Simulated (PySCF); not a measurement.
# A workflow on HSe (SMILES [SeH])

Aim: a geometry optimisation (UXLYP-D3(0)/def2-QZVPP), then a single-point energy (UCCSD(T)/aug-pcseg-2), then the excited states (TD-CAM-QTP01/def2-TZVP) of HSe. 

The results are computed with PySCF 2.14.0.

1 further run of the same task is left out (for a faulty analytic Hessian).

### Step 1. The system as given

HSe has 2 atoms, charge 0, and is taken as a doublet. As SMILES, `[SeH]`. All atoms were displaced at random from a relaxed shape. The run starts from this shape.

Bond lengths: Se1–H2 1.395 Å.

### Step 2. A geometry optimisation at UXLYP-D3(0)/def2-QZVPP (density fitting) (run 1)

mol.xyz reads:

```xyz
2
HSe
Se    -0.645443     0.079577    -0.308326
H      0.529990    -0.300985     0.339180
```

input.py reads:

```python
from pyscf import gto, dft
from pyscf import df
from pyscf.geomopt.geometric_solver import kernel as optimise

mol = gto.Mole()
mol.atom = 'mol.xyz'
mol.basis = 'def2-qzvpp'
mol.max_memory = 1860
mol.verbose = 3
mol.charge = 0
mol.spin = 1
mol.build()

mf = dft.UKS(mol, xc='xlyp')
mf = mf.density_fit(auxbasis=df.aug_etb(mol, beta=2.0))
mf.max_cycle = 100
mf.disp = 'd3zero'
converged, mol_eq = optimise(mf, maxsteps=100, convergence_set='GAU_TIGHT')
print('converged:', converged)
print(mol_eq.tostring())

mf.reset(mol_eq)
mol = mol_eq
mf.kernel()
energy = mf.e_tot
print('E = %.10f Eh' % energy)
```

Launch:

```bash
$ OMP_NUM_THREADS=1 python input.py
```

The log of the run:

```text
convergence_set           GAU_TIGHT
maxiter                   100
----------------------------------------------------------
Custom engine selected.
Bonds will be generated from interatomic distances less than 1.20 times sum of covalent radii
6 internal coordinates being used (instead of 6 Cartesians)
Internal coordinate system (atoms numbered from 1):
Distance 1-2
Translation-X 1-2
Translation-Y 1-2
Translation-Z 1-2
Rotation-A 1-2
Rotation-B 1-2
Rotation-C 1-2
> ===== Optimization Info: ====
> Job type: Energy minimization
> Maximum number of optimization cycles: 100
> Initial / maximum trust radius (Angstrom): 0.100 / 0.300
> Convergence Criteria:
> Will converge when all 5 criteria are reached:
>  |Delta-E| < 1.00e-06
>  RMS-Grad  < 1.00e-05
>  Max-Grad  < 1.50e-05
>  RMS-Disp  < 4.00e-05
>  Max-Disp  < 6.00e-05
> === End Optimization Info ===

[... 6 lines left out ...]
WARN: Mole.unit (angstrom) is changed to Bohr
[... 1 line left out ...]
WARN: HOMO -0.240461334435727 >= LUMO -0.240461334435721
[... 1 line left out ...]
WARN: HOMO -0.208614212048139 >= LUMO -0.208122227023866
[... 1 line left out ...]
converged SCF energy = -2402.52981527121  <S^2> = 0.75215579  2S+1 = 2.0021546
[... 6 lines left out ...]
Step    0 : Gradient = 4.376e-02/4.376e-02 (rms/max) Energy = -2402.5298152712
[... 7 lines left out ...]
converged SCF energy = -2402.53328875319  <S^2> = 0.7522609  2S+1 = 2.0022596
[... 14 lines left out ...]
converged SCF energy = -2402.53333148917  <S^2> = 0.75224943  2S+1 = 2.0022482
[... 14 lines left out ...]
converged SCF energy = -2402.53333342809  <S^2> = 0.7522464  2S+1 = 2.0022451
[... 9 lines left out ...]
Geometry optimization cycle 5
Cartesian coordinates (Angstrom)
 Atom        New coordinates             dX        dY        dZ
  Se  -0.684070   0.092128  -0.329626   -0.000017  0.000019 -0.000011
   H   0.568692  -0.313363   0.360555    0.000039  0.000025  0.000030
converged SCF energy = -2402.53333342974  <S^2> = 0.75224647  2S+1 = 2.0022452
--------------- DFUKS_Scanner gradients ---------------
         x                y                z
0 Se    -0.0000004682    -0.0000006220    -0.0000002362
1 H    -0.0000005684    -0.0000015478    -0.0000006688
----------------------------------------------
cycle 5: E = -2402.53333343  dE = -1.65301e-09  norm(grad) = 1.9565e-06
Step    4 : Displace = 3.228e-05/3.228e-05 (rms/max) Trust = 2.828e-01 (+) Grad = 1.383e-06/1.779e-06 (rms/max) E (change) = -2402.5333334297 (-1.653e-09) Quality = 1.057
Hessian Eigenvalues: 4.99939e-02 5.00000e-02 5.00000e-02 ... 5.00000e-02 5.00000e-02 1.99497e-01
Converged! =D

converged: True
Se         -0.68406955        0.09212800       -0.32962558
H           0.56869239       -0.31336261        0.36055505

WARN: HOMO -0.238507009863147 >= LUMO -0.238507009863116

WARN: HOMO -0.208010783642371 >= LUMO -0.207512195628198

converged SCF energy = -2402.53333342686  <S^2> = 0.75224658  2S+1 = 2.0022453
E = -2402.5333334269 Eh
```

It took 55 s on 1 thread of Arm Neoverse V2, shared host; peak memory 0.56 GiB.

Steps, from the record of the run:

| step | energy from the first frame kept (eV) | largest force (eV/Å) |
| --- | --- | --- |
| 0 | 0.0000 | 2.2504 |
| 1 | -0.0945 | 0.2138 |
| 2 | -0.0957 | 0.0452 |
| 3 | -0.0957 | 0.0013 |
| 4 | -0.0957 | 0.0001 |

After the run. Bond lengths: Se1–H2 1.487 Å.

### Step 3. A single-point energy at UCCSD(T)/aug-pcseg-2 (run 3)

geometry.xyz reads:

```xyz
2
HSe
Se    -0.684070     0.092128    -0.329626
H      0.568692    -0.313363     0.360555
```

run.py reads:

```python
from pyscf import gto, scf, cc

mol = gto.M(
    atom='geometry.xyz',
    spin=1,
    basis='aug-pcseg-2',
    verbose=3,
    max_memory=1860,
)

mf = scf.UHF(mol)
mf.kernel()

mycc = cc.CCSD(mf, frozen=9)
mycc.kernel()
e_t = mycc.ccsd_t()
etot = mycc.e_tot + e_t
print('Final energy', etot)
```

Launch:

```bash
$ OMP_NUM_THREADS=1 python run.py
```

The log of the run:

```text
converged SCF energy = -2400.42783536759  <S^2> = 0.76217577  2S+1 = 2.0121389
E(UCCSD) = -2400.644073191961  E_corr = -0.2162378243729008
UCCSD(T) correction = -0.00765680008743007
Final energy -2400.651729992048
```

It took 60 s on 1 thread of Arm Neoverse V2, shared host; peak memory 1.3 GiB.

### Step 4. The excited states at TD-CAM-QTP01/def2-TZVP (sfX2C, density fitting with def2-universal-jkfit) (run 4)

run.py reads:

```python
from pyscf import gto, dft, tdscf

molecule = gto.M(
    atom=[
    ('Se', (-0.684070, 0.092128, -0.329626)),
    ('H', (0.568692, -0.313363, 0.360555)),
],
    basis='def2-tzvp',
    charge=0,
    spin=1,
    verbose=3,
    max_memory=1860,
)

mf = dft.UKS(molecule, xc='hyb_gga_xc_cam_qtp_01')
mf = mf.sfx2c1e()
mf = mf.density_fit(auxbasis='def2-universal-jkfit')
mf.kernel()
if not mf.converged:
    mf = mf.newton().run(mf.mo_coeff, mf.mo_occ)

etot = mf.e_tot
print(f'total energy: {etot:.8f} hartree')

td = mf.TDDFT()
td.nstates = 6
td.kernel()
td.analyze()
roots = td.e * 27.211386
osc = td.oscillator_strength()
print('state   eV      nm      f')
for i, (w, f) in enumerate(zip(roots, osc), 1):
    print('%3d %9.4f %8.1f %9.5f' % (i, w, 1239.842 / w, f))
```

Launch:

```bash
$ OMP_NUM_THREADS=1 python run.py
```

The log of the run:

```text
converged SCF energy = -2424.11628747058  <S^2> = 0.75315962  2S+1 = 2.0031571
total energy: -2424.11628747 hartree
RuntimeError: This error is often caused by a problematic SCF solution, such as a saddle-point solution.
```

It took 4.2 s on 1 thread of Arm Neoverse V2, shared host; peak memory 0.23 GiB.

The run ended with an error.

### Step 5. What came out

| quantity | value |
| --- | --- |
| run 1, UXLYP-D3(0)/def2-QZVPP: total energy at the end | -2402.53333 Eh |
| run 1, UXLYP-D3(0)/def2-QZVPP: dipole moment | 0.48 D |
| run 1, UXLYP-D3(0)/def2-QZVPP: HOMO energy (highest over α and β) | -5.75 eV |
| run 1, UXLYP-D3(0)/def2-QZVPP: LUMO energy (lowest over α and β) | -5.65 eV |
| run 1, UXLYP-D3(0)/def2-QZVPP: bond length | 1.487 Å |
| run 1, UXLYP-D3(0)/def2-QZVPP: dispersion energy | -0.01 kJ/mol |
| run 1, UXLYP-D3(0)/def2-QZVPP: ⟨S²⟩ | 0.752 |
| run 3, UCCSD(T)/aug-pcseg-2: total energy | -2400.65173 Eh |
| run 3, UCCSD(T)/aug-pcseg-2: dipole moment (Hartree–Fock density) | 0.61 D |
| run 3, UCCSD(T)/aug-pcseg-2: HOMO energy (Hartree–Fock orbitals) (highest over α and β) | -9.63 eV |
| run 3, UCCSD(T)/aug-pcseg-2: LUMO energy (Hartree–Fock orbitals) (lowest over α and β) | -0.33 eV |
| run 3, UCCSD(T)/aug-pcseg-2: correlation energy (9 core orbitals frozen) | -223.9 mEh |
| run 3, UCCSD(T)/aug-pcseg-2: (T) correction | -7.66 mEh |
| run 3, UCCSD(T)/aug-pcseg-2: ⟨S²⟩ of the reference determinant | 0.762 |
| run 3, UCCSD(T)/aug-pcseg-2: T1 diagnostic | 0.008 |
| run 4, TD-CAM-QTP01/def2-TZVP | no result (crashed) |

**Reading.** The optimisation (run 1, UXLYP-D3(0)/def2-QZVPP) took 4 steps and changed the energy by -0.096 eV. The triples (run 3, UCCSD(T)/aug-pcseg-2) make up 3.4 % of the correlation energy. 1 of the 3 runs did not end normally.
